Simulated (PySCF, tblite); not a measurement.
**C₄H₆NO₃S radical: geometry, infrared bands and EPR parameters**

Wanted: the infrared bands and EPR parameters of C₄H₆NO₃S radical (`CC[C](C#N)S(=O)(=O)O`), by calculation.

Programs: tblite 0.8.0 and PySCF 2.14.0, with density-fitted response routines of our own. Each step states its level of theory. These are calculated values for one molecule in the gas phase, unless marked as measured. Atoms count from 0, in the outputs and in this text.

**1. The molecule as given**

15 atoms, charge 0, multiplicity 2; geometry from: force field or distance geometry start.

Bonds of the start (Å): C0–C1 1.53, C1–C2 1.49, C2–C3 1.39, C3–N4 1.17, C2–S5 1.73, S5–O6 1.44, S5–O7 1.44, S5–O8 1.61, C0–H9 1.09, C0–H10 1.09, C0–H11 1.10, C1–H12 1.08, C1–H13 1.10, O8–H14 0.99.

**2. Relaxing the molecule with GFN2-xTB**

Job settings and geometry (Å):

```
{"job": {"kind": "relax", "xc": "GFN2-xTB", "basis": "xTB"}, "charge": 0, "multiplicity": 2}
C      1.621000     1.041400     0.346400
C      0.889200     0.199600    -0.701400
C     -0.064600    -0.755900    -0.059500
C      0.327000    -2.009900     0.401600
N      0.707900    -3.047000     0.795300
S     -1.760000    -0.454200    -0.173100
O     -2.484200    -1.124500     0.875400
O     -2.178800    -0.520000    -1.544200
O     -1.792100     1.103200     0.241200
H      2.307600     1.727200    -0.139600
H      2.181700     0.420100     1.042000
H      0.902400     1.642200     0.931100
H      0.380200     0.855500    -1.394400
H      1.641000    -0.366200    -1.275100
H     -2.682700     1.296600     0.632400
```

Started as:

```bash
OMP_NUM_THREADS=1 python probes_run.py task.json out
```

The driver reads the jobs from task.json and runs them one after another.

**Question.** This job is followed by: GFN2-xTB harmonic vibrations, gas phase; UKS B3LYP, pcH-1 on C H N O S, non-relativistic, mean-field spin-orbit, GIAO. Predict these results of the whole session: strongest single infrared mode (GFN2-xTB); zero-point energy (GFN2-xTB); g(iso) (B3LYP); ⟨S²⟩; largest a(iso) (averaged by class); potential on the surface of density 0.002 e/bohr³, 1st and 99th percentile.

**Answer**, as computed:

| quantity | value |
| --- | --- |
| strongest single infrared mode (GFN2-xTB) | 1295 cm⁻¹, 432 km/mol |
| zero-point energy (GFN2-xTB) | 63.3 kcal/mol |
| g(iso) (B3LYP) | 2.00266 |
| ⟨S²⟩ | 0.765 (exact 0.75) |
| largest a(iso) (averaged by class) | 13C on C2, 78.1 MHz |
| potential on the surface of density 0.002 e/bohr³, 1st and 99th percentile | -1.28 V and 2.92 V |

Over 159 steps the energy fell by 0.283 eV; of the close pairs, C2–S5 changed most, 1.726 to 1.780 Å. All 39 modes are real, so the xTB geometry is a minimum. The strongest single mode, at 1295 cm⁻¹, is spread over several atoms, S5, O7, O6 among them. Unscaled tight-binding wavenumbers are off by several per cent, some by more. Its intensities can rank the bands wrongly. C2 carries the largest spin population, 0.77 e. The isotropic g lies 0.3 ppt above the free-electron value. These values are for one conformer; the search (at its own cheap level) found 2 more, at 0.00, 0.58 kcal/mol (those within 0.05 may be mirror or relabelled copies), and measured spectra average over such forms.
